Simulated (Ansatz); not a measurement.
The system is GdO.

```
CELL_PARAMETERS angstrom
0.00000 2.70000 2.70000
2.70000 0.00000 2.70000
2.70000 2.70000 0.00000
ATOMIC_POSITIONS crystal
Gd 0.00000 0.00000 0.00000
O 0.25000 0.25000 0.25000
```

The cell comes from a database or a generator and needn't be the stable form of this composition.

Program: Ansatz 0.2.0. Alike in all runs: task single point; potentials or basis Ansatz PAW; spin collinear, ferromagnetic start; cell as given; k mesh 5 × 5 × 5; cutoff (eV) 420; smearing fermi-dirac 0.05 eV; the mesh is coarse, so values aren't converged.

Question: Order these runs on this cell by their pressure, lowest first.
A. level PBE0
B. level PBEsol0
C. level B3LYP

Answer: B (-4.9 GPa), A (-2.2 GPa), C (0.1 GPa).

Caveats: all runs use coarse meshes; the magnetic or orbital state may not be the lowest; a cell with one magnetic atom can't hold antiferromagnetic order, which such compounds often take; the PAW data sets come from PBE, with cores solved anew for the run's functional, which leaves a small shift of forces and pressure; the thresholds are loose for stress.
